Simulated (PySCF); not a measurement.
# C₄H₁₄BN: NMR shifts at several levels of theory, part 2 of 2

PySCF 2.14.0. Atoms count from 0. Earlier steps stand in the parts before.

## (5) Nuclear shieldings: wB97X-D/pcSseg-2

The job: settings as JSON, then the geometry in Å.

```
{"job": {"kind": "nmr", "xc": "wB97X-D", "basis": "pcSseg-2", "pop": false}, "charge": 0, "multiplicity": 1}
B     -1.247714     1.511116     0.155062
N     -0.374994     0.121677     0.111471
C     -1.083932    -0.845224    -0.741690
C     -0.271439    -0.405005     1.481531
C      0.965930     0.450642    -0.443857
C      1.952417    -0.694398    -0.565575
H     -0.627454     2.274147     0.887291
H     -2.344229     1.203030     0.608778
H     -1.306970     1.906675    -1.003835
H     -1.153805    -0.437326    -1.757540
H     -2.100194    -0.972542    -0.349787
H     -0.570016    -1.818323    -0.759886
H      0.272294     0.319462     2.100235
H      0.242003    -1.378333     1.500923
H     -1.284411    -0.514443     1.887224
H      0.776446     0.912264    -1.423101
H      1.365749     1.247320     0.199212
H      2.888601    -0.304817    -0.991261
H      1.599972    -1.491205    -1.237244
H      2.203127    -1.145937     0.405720
```

Method: GIAO wB97X-D/pcSseg-2 NMR shielding, non-relativistic, gas phase.

The program printed:

```text
coarse grid: 15176 points
cycle   1  E = -240.4110002196  dE =  5.111e-01  |g| = 3.645e-01  |ddm| = 2.628e+00
cycle   2  E = -240.4355260621  dE = -2.453e-02  |g| = 2.611e-01  |ddm| = 5.870e-01
cycle   3  E = -240.4492057001  dE = -1.368e-02  |g| = 6.392e-02  |ddm| = 1.756e-01
cycle   4  E = -240.4499525112  dE = -7.468e-04  |g| = 2.399e-02  |ddm| = 4.653e-02
cycle   5  E = -240.4500905457  dE = -1.380e-04  |g| = 2.384e-03  |ddm| = 2.061e-02
cycle   6  E = -240.4500920910  dE = -1.545e-06  |g| = 8.487e-04  |ddm| = 3.447e-03
final grid: 142240 points
cycle   7  E = -240.4610752147  dE = -3.851e-04  |g| = 7.239e-03  |ddm| = 7.709e-02
cycle   8  E = -240.4610811048  dE = -5.890e-06  |g| = 5.424e-03  |ddm| = 1.148e-02
cycle   9  E = -240.4610874674  dE = -6.363e-06  |g| = 1.167e-03  |ddm| = 3.667e-03
cycle  10  E = -240.4610877264  dE = -2.590e-07  |g| = 5.068e-04  |ddm| = 1.143e-03
cycle  11  E = -240.4610877806  dE = -5.421e-08  |g| = 8.380e-05  |ddm| = 3.407e-04
cycle  12  E = -240.4610877827  dE = -2.032e-09  |g| = 1.861e-05  |ddm| = 1.097e-04
cycle  13  E = -240.4610877829  dE = -1.831e-10  |g| = 4.745e-06  |ddm| = 4.943e-05
converged SCF energy = -240.4610877829

GIAO shielding tensors (ppm)
atom      isotropic    diamagn.    paramagn.     s11        s22        s33       span
  0 B      109.493     186.887     -77.394     88.259     91.776    148.444     60.184
  1 N      206.727     314.813    -108.085    186.636    216.404    217.143     30.507
  2 C      134.390     244.763    -110.372    105.055    117.341    180.775     75.721
  3 C      134.354     244.800    -110.446    105.273    117.279    180.510     75.237
  4 C      123.231     246.516    -123.285     96.759    105.487    167.448     70.689
  5 C      175.094     241.061     -65.967    167.900    172.599    184.782     16.882
  6 H       29.318      31.119      -1.801     26.383     27.071     34.500      8.117
  7 H       29.291      31.170      -1.879     26.532     26.935     34.405      7.873
  8 H       29.320      31.122      -1.802     26.384     27.075     34.501      8.117
  9 H       29.069      30.814      -1.745     25.572     26.455     35.179      9.607
 10 H       28.669      30.334      -1.665     25.016     26.851     34.141      9.125
 11 H       29.090      32.072      -2.982     24.688     27.929     34.653      9.965
 12 H       29.076      30.831      -1.755     25.629     26.415     35.183      9.554
 13 H       29.108      32.070      -2.962     24.752     27.894     34.679      9.928
 14 H       28.656      30.347      -1.691     24.972     26.875     34.122      9.150
 15 H       28.407      32.639      -4.232     23.113     29.322     32.787      9.674
 16 H       28.393      32.613      -4.220     23.076     29.343     32.760      9.684
 17 H       30.420      27.962       2.458     25.988     27.432     37.840     11.852
 18 H       30.280      30.405      -0.125     25.569     29.506     35.766     10.197
 19 H       30.285      30.381      -0.096     25.584     29.487     35.784     10.200
```

It took 55 s on 8 threads of AMD EPYC 7R13 (Zen 3), shared host.

Key values: δ C4 61.2, C2 50.0, C5 9.3, B0 -9.5, H15 2.96, H9 2.41 ppm (means over like atoms).

## (6) Nuclear shieldings: KT2/pcSseg-2

The job, as its differences from that of step 5:

```diff
@@ -1,2 +1,2 @@
-{"job": {"kind": "nmr", "xc": "wB97X-D", "basis": "pcSseg-2", "pop": false}, "charge": 0, "multiplicity": 1}
+{"job": {"kind": "nmr", "xc": "KT2", "basis": "pcSseg-2", "pop": false}, "charge": 0, "multiplicity": 1}
 B     -1.247714     1.511116     0.155062
```

Method: GIAO KT2/pcSseg-2 NMR shielding, non-relativistic, gas phase.

The program printed:

```text
coarse grid: 15176 points
cycle   1  E = -244.5636229551  dE =  1.204e-01  |g| = 5.614e-01  |ddm| = 2.721e+00
cycle   2  E = -244.5068538093  dE =  5.677e-02  |g| = 7.179e-01  |ddm| = 1.399e+00
cycle   3  E = -244.6614259696  dE = -1.546e-01  |g| = 5.290e-02  |ddm| = 7.971e-01
cycle   4  E = -244.6619552287  dE = -5.293e-04  |g| = 2.351e-02  |ddm| = 7.679e-02
cycle   5  E = -244.6620796190  dE = -1.244e-04  |g| = 8.348e-03  |ddm| = 2.690e-02
cycle   6  E = -244.6620964428  dE = -1.682e-05  |g| = 2.050e-03  |ddm| = 7.874e-03
cycle   7  E = -244.6620973106  dE = -8.678e-07  |g| = 7.761e-04  |ddm| = 2.003e-03
final grid: 142240 points
cycle   8  E = -244.6858954945  dE = -5.946e-04  |g| = 1.072e-02  |ddm| = 2.403e-01
cycle   9  E = -244.6858378880  dE =  5.761e-05  |g| = 1.856e-02  |ddm| = 1.975e-02
cycle  10  E = -244.6859193873  dE = -8.150e-05  |g| = 2.054e-03  |ddm| = 1.348e-02
cycle  11  E = -244.6859200048  dE = -6.175e-07  |g| = 1.070e-03  |ddm| = 1.739e-03
cycle  12  E = -244.6859202703  dE = -2.655e-07  |g| = 1.232e-04  |ddm| = 7.130e-04
cycle  13  E = -244.6859202748  dE = -4.519e-09  |g| = 2.990e-05  |ddm| = 1.700e-04
cycle  14  E = -244.6859202750  dE = -2.181e-10  |g| = 1.134e-05  |ddm| = 3.480e-05
converged SCF energy = -244.6859202750

GIAO shielding tensors (ppm)
atom      isotropic    diamagn.    paramagn.     s11        s22        s33       span
  0 B      107.827     187.526     -79.699     85.451     89.297    148.734     63.283
  1 N      195.738     311.609    -115.871    176.731    204.861    205.622     28.890
  2 C      132.590     243.970    -111.380    101.407    115.927    180.434     79.027
  3 C      132.551     244.008    -111.457    101.665    115.837    180.152     78.488
  4 C      119.376     245.735    -126.359     92.266    101.764    164.098     71.832
  5 C      173.343     241.463     -68.120    166.067    169.918    184.044     17.977
  6 H       28.975      30.418      -1.443     25.916     26.918     34.089      8.173
  7 H       28.914      30.436      -1.523     26.056     26.744     33.941      7.885
  8 H       28.976      30.418      -1.442     25.918     26.922     34.089      8.171
  9 H       28.885      30.661      -1.776     25.543     26.360     34.752      9.209
 10 H       28.412      30.211      -1.799     25.132     26.679     33.424      8.292
 11 H       28.734      31.834      -3.100     24.357     27.568     34.276      9.919
 12 H       28.890      30.680      -1.791     25.594     26.321     34.754      9.160
 13 H       28.754      31.833      -3.079     24.418     27.537     34.306      9.888
 14 H       28.398      30.219      -1.821     25.084     26.703     33.406      8.322
 15 H       28.032      32.207      -4.175     22.922     29.181     31.992      9.070
 16 H       28.016      32.183      -4.167     22.882     29.204     31.963      9.081
 17 H       30.237      27.724       2.514     26.009     27.437     37.265     11.256
 18 H       30.115      30.426      -0.311     25.634     29.315     35.395      9.761
 19 H       30.121      30.400      -0.279     25.649     29.299     35.416      9.768
```

It took 33 s on 8 threads of AMD EPYC 7R13 (Zen 3), shared host.

In short: δ C4 62.9, C2 49.7, C5 8.9, B0 -9.5, H15 3.15, H9 2.50 ppm (means over like atoms).

## (7) Shielding tensors: HF/pcSseg-2

The job, as its differences from that of step 6:

```diff
@@ -1,2 +1,2 @@
-{"job": {"kind": "nmr", "xc": "KT2", "basis": "pcSseg-2", "pop": false}, "charge": 0, "multiplicity": 1}
+{"job": {"kind": "nmr", "xc": "HF", "basis": "pcSseg-2", "pop": false}, "charge": 0, "multiplicity": 1}
 B     -1.247714     1.511116     0.155062
```

Level: GIAO HF/pcSseg-2 NMR shielding, non-relativistic, gas phase.

The program printed:

```text
final grid: 142240 points
cycle   1  E = -238.7078053529  dE =  9.318e-01  |g| = 5.565e-01  |ddm| = 2.653e+00
cycle   2  E = -238.7934478398  dE = -8.564e-02  |g| = 2.706e-01  |ddm| = 6.192e-01
cycle   3  E = -238.8094678034  dE = -1.602e-02  |g| = 7.578e-02  |ddm| = 2.193e-01
cycle   4  E = -238.8112167101  dE = -1.749e-03  |g| = 1.759e-02  |ddm| = 7.842e-02
cycle   5  E = -238.8112888512  dE = -7.214e-05  |g| = 2.931e-03  |ddm| = 1.303e-02
cycle   6  E = -238.8112924538  dE = -3.603e-06  |g| = 7.280e-04  |ddm| = 5.228e-03
cycle   7  E = -238.8112927353  dE = -2.815e-07  |g| = 2.328e-04  |ddm| = 1.615e-03
cycle   8  E = -238.8112927657  dE = -3.044e-08  |g| = 7.806e-05  |ddm| = 4.840e-04
cycle   9  E = -238.8112927689  dE = -3.133e-09  |g| = 1.724e-05  |ddm| = 1.466e-04
cycle  10  E = -238.8112927690  dE = -1.651e-10  |g| = 4.434e-06  |ddm| = 3.080e-05
converged SCF energy = -238.8112927690

GIAO shielding tensors (ppm)
atom      isotropic    diamagn.    paramagn.     s11        s22        s33       span
  0 B      119.987     184.171     -64.184    102.184    105.298    152.480     50.296
  1 N      229.614     320.249     -90.635    210.866    238.336    239.640     28.775
  2 C      146.665     242.106     -95.441    121.454    131.696    186.845     65.391
  3 C      146.629     242.117     -95.488    121.631    131.659    186.598     64.967
  4 C      137.894     244.548    -106.653    115.646    121.939    176.099     60.452
  5 C      181.697     237.252     -55.555    174.712    180.456    189.922     15.211
  6 H       29.887      31.392      -1.504     27.168     27.362     35.132      7.964
  7 H       29.876      31.237      -1.361     27.171     27.368     35.089      7.918
  8 H       29.889      31.396      -1.507     27.155     27.379     35.132      7.977
  9 H       29.453      30.802      -1.349     25.686     26.657     36.016     10.330
 10 H       29.134      30.093      -0.960     25.042     27.125     35.234     10.192
 11 H       29.565      32.220      -2.655     24.908     28.363     35.425     10.517
 12 H       29.460      30.827      -1.368     25.742     26.621     36.017     10.275
 13 H       29.583      32.215      -2.632     24.977     28.321     35.451     10.474
 14 H       29.120      30.099      -0.978     25.002     27.144     35.215     10.213
 15 H       28.963      32.623      -3.660     23.456     29.435     34.000     10.544
 16 H       28.949      32.592      -3.644     23.422     29.452     33.971     10.549
 17 H       30.723      27.656       3.067     26.075     27.509     38.585     12.509
 18 H       30.572      30.451       0.120     25.575     29.796     36.344     10.768
 19 H       30.577      30.429       0.148     25.591     29.777     36.362     10.772
```

Run time: 24 s. Hardware: 8 threads of AMD EPYC 7R13 (Zen 3), shared host.

In short: δ C4 53.6, C2 44.8, C5 9.8, B0 -5.5, H15 2.73, H9 2.30 ppm (means over like atoms).

## (8) Comparing the runs: NMR shifts

Shifts (ppm) of some atoms, chosen among heavy atoms and hydrogens apart, means over like atoms, with basis size and wall time:

| run | C4 | C2 | C5 | H15 | H6 | B0 | N1 | functions | time |
| --- | --- | --- | --- | --- | --- | --- | --- | --- | --- |
| PBE0/pcSseg-2 | 61.2 | 49.6 | 8.9 | 3.01 | 2.10 | -9.5 | 56.8 | 412 | 42 s |
| PBE/pcSseg-2 | 64.0 | 50.8 | 8.7 | 3.13 | 2.21 | -10.6 | 67.8 | 412 | 34 s |
| wB97X-D/pcSseg-2 | 61.2 | 50.0 | 9.3 | 2.96 | 2.05 | -9.5 | 53.3 | 412 | 55 s |
| KT2/pcSseg-2 | 62.9 | 49.7 | 8.9 | 3.15 | 2.22 | -9.5 | 64.4 | 412 | 33 s |
| HF/pcSseg-2 | 53.6 | 44.8 | 9.8 | 2.73 | 1.80 | -5.5 | 31.1 | 412 | 24 s |

## (9) Summary of results

The summary covers parts 1 to 2.

| quantity | value |
| --- | --- |
| point group | Cs |
| rotational constants (main isotopes) | 4.51, 2.58, 2.55 GHz |
| ¹³C shifts against TMS (PBE0/pcSseg-2, means over atoms taken as alike) | 61.2, 49.6, 8.9 ppm |
| ¹H shifts against TMS (PBE0/pcSseg-2, means over atoms taken as alike) | 3.01, 2.42, 2.10, 1.00 ppm |
| ¹¹B shifts against BF3·OEt2 (PBE0/pcSseg-2) | -9.5 ppm |
| ¹⁵N shifts against NH3 (PBE0/pcSseg-2) | 56.8 ppm |
| range of the shift of N1 | 31.1 to 67.8 ppm |

What this shows: Single values in the summary come from the first run of each kind that ended normally (PBE0/pcSseg-2), which need not be the best level. The optimisation took 6 steps and gained 0.077 eV; among the close pairs (by a distance rule), B0–H7 changed most, from 1.192 to 1.226 Å. The most deshielded carbon is C4 (sp3 CH2 bonded to N), at 61.2 ppm: pulled downfield by the heteroatom. H15, H16 (mean) (hydrogen on an sp3 CH2 bonded to N) lies farthest downfield among hydrogen, at 3.01 ppm; its carbon carries N, hence the downfield position. At PBE0/pcSseg-2: Shielding is most anisotropic at C2, C3 (span 76 ppm, paramagnetic term -111 ppm). Across the 5 runs the shift of N1 moves most, between 31.1 (HF/pcSseg-2) and 67.8 ppm (PBE/pcSseg-2).
